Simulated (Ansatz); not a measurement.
# Hg4Pt: properties at the relaxed cell

The task here is to estimate one member of a computed series from the others.

Program: Ansatz 0.2.0. Level of theory: DFT PBEsol, scalar-relativistic, plane waves, PAW. These are calculated values, not measurements.

1 further run of the same task is left out (set aside as unsound or not needed).

## Starting point

The structure is cubic, space group Im-3m (No. 229). The conventional cell has a = 6.229 Å, b = 6.229 Å, c = 6.229 Å, α = 90.00°, β = 90.00°, γ = 90.00°. Around Hg (site symmetry -3m) lie 2 Pt at 2.70 Å. Pt (site symmetry m-3m) has 8 Hg at 2.70 Å in its first shell of neighbours.

As a file:

```
CELL_PARAMETERS angstrom
-3.11444 3.11444 3.11444
3.11444 -3.11444 3.11444
3.11444 3.11444 -3.11444
ATOMIC_POSITIONS crystal
Hg 0.50000 0.50000 0.50000
Hg 0.50000 0.00000 0.00000
Hg 0.00000 0.00000 0.50000
Hg 0.00000 0.50000 0.00000
Pt 0.00000 0.00000 0.00000
```

This cell was relaxed beforehand with the same method: volume 24.17 Å³/atom, gap on the mesh none (metal).

The first run:

input.yaml reads:

```yaml
crystal:
  lattice:
    - [-3.1144417976, 3.1144417976, 3.1144417976]
    - [3.1144417976, -3.1144417976, 3.1144417976]
    - [3.1144417976, 3.1144417976, -3.1144417976]
  atoms:
    - { symbol: Hg, position: [0.5, 0.5, 0.5] }
    - { symbol: Hg, position: [0.5, 0.0, 0.0] }
    - { symbol: Hg, position: [0.0, 0.0, 0.5] }
    - { symbol: Hg, position: [0.0, 0.5, 0.0] }
    - { symbol: Pt, position: [0.0, 0.0, 0.0] }
basis:
  ecutwfc: 420
kpoints:
  mp_grid: { grid: [8, 8, 8] }
  band_path:
    path:
      - [[0.0, 0.0, 0.0], [0.5, -0.5, 0.5], [0.0, 0.0, 0.5], [0.0, 0.0, 0.0], [0.25, 0.25, 0.25], [0.5, -0.5, 0.5]]
      - [[0.25, 0.25, 0.25], [0.0, 0.0, 0.5]]
    npoints: 14
hamiltonian:
  xc: pbesol
scf:
  occupations: { method: gaussian, width: 0.1 }
  n_extra_bands: 12
output:
  forces: true
  stress: true
  eigenvalues: true
  populations: true
  dos: { projected: true, de: 0.02, nscf_kmesh: { grid: [12, 12, 12] } }
  bader: true
  write_density: true
  write_potential: true
  elf: true
  volumetric_format: npy
```

The run is started by

```sh
$ ansatz run input.yaml --threads 1 --pin off --max-ram 2560MiB --backend cpu --events-out ev --progress --plain --runs-dir out
```

Steps of the session up to this table: Static run: bands, density of states and charges; Back to the database's cell; Point at V/V0 = 0.97; The cell scaled to 1.03 of its volume; Point at V/V0 = 0.94; Volume × 1.06; Point at V/V0 = 0.91; The cell scaled to 1.10 of its volume; Volume × 0.88.

One table of the session follows, with a row left open; its other results are not shown here.

It belongs to the step «Energy against volume». 

```
volume (Å³/atom)  energy above the lowest point (meV/atom)  pressure (GPa)
          21.267                                     118.7           15.13
          21.992                                      61.8           10.15
          22.717                                      25.5            6.06
          23.442                                         ?               ?
          24.167                                       0.0           -0.01
          24.892                                       5.2           -2.23
          25.617                                      19.5           -4.02
          26.584                                      49.7           -5.88
```

Q: Estimate the row for volume (Å³/atom) = 23.442 from the others.

Worked estimate for «energy above the lowest point (meV/atom)». A straight line through the neighbours (22.717, 25.5) and (24.167, 0.0) gives 25.5 + (0.0 − 25.5) × (23.442 − 22.717) / (24.167 − 22.717) = 12.8; a parabola fitted to 4 rows on both sides gives 5.8.

The run gave: energy above the lowest point (meV/atom): 5.9; pressure (GPa): 2.72. In «energy above the lowest point (meV/atom)» the line misses by +6.9 and the parabola by -0.1.
